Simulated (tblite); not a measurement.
# C8H13BS: the cost of one run

The runs use tblite 0.8.0 and PySCF 2.14.0, with density-fitted response routines of our own; the level of theory stands in each step. All values are computed, except where a source is named. Atoms count from 0, in the outputs and in this text.

## (1) The molecule as given

23 atoms, charge 0, multiplicity 1; geometry from: force field or distance geometry start.

Bonds of the start (Å): B0–C1 1.59, C1–C2 1.54, C2–C3 1.52, C3–C4 1.53, C1–C5 1.51, C5–C6 1.40, C6–C7 1.41, C7–C8 1.40, C8–S9 1.68, S9–C5 1.68, B0–H10 1.18, B0–H11 1.18, C1–H12 1.10, C2–H13 1.11, C2–H14 1.13, C3–H15 1.10, C3–H16 1.12, C4–H17 1.11, C4–H18 1.11, C4–H19 1.11, C6–H20 1.09, C7–H21 1.08, C8–H22 1.08.

## (2) Relaxing the molecule with GFN2-xTB

Job settings and geometry (Å):

```
{"job": {"kind": "relax", "xc": "GFN2-xTB", "basis": "xTB"}, "charge": 0, "multiplicity": 1}
B      0.222000     1.493500    -2.190200
C      0.021600     0.205100    -1.281700
C     -1.253300     0.304500    -0.429600
C     -1.557900    -0.980000     0.329900
C     -2.867200    -0.882500     1.122800
C      1.241800     0.008900    -0.413400
C      1.694800     0.858700     0.597500
C      2.861800     0.400500     1.237200
C      3.331900    -0.811600     0.727700
S      2.292700    -1.302100    -0.503400
H      0.316800     2.563100    -1.697500
H      0.262400     1.385100    -3.362800
H     -0.073900    -0.667500    -1.948300
H     -1.180300     1.156000     0.280200
H     -2.123900     0.523200    -1.109700
H     -1.632100    -1.838000    -0.360200
H     -0.734500    -1.194700     1.060000
H     -3.051800    -1.833400     1.664800
H     -2.812300    -0.045800     1.855600
H     -3.709200    -0.700900     0.426700
H      1.194600     1.783500     0.880100
H      3.339400     0.930700     2.041700
H      4.211800    -1.329300     1.082600
```

Launch:

```console
$ OMP_NUM_THREADS=1 python probes_run.py task.json out
```

This one command runs all jobs of the session in turn.

**Question.** How long does this first job take on 1 thread of Intel Xeon at 2.50GHz, shared host, and how much memory does it need?

About 3.4 s, with a peak of 0.18 GiB.
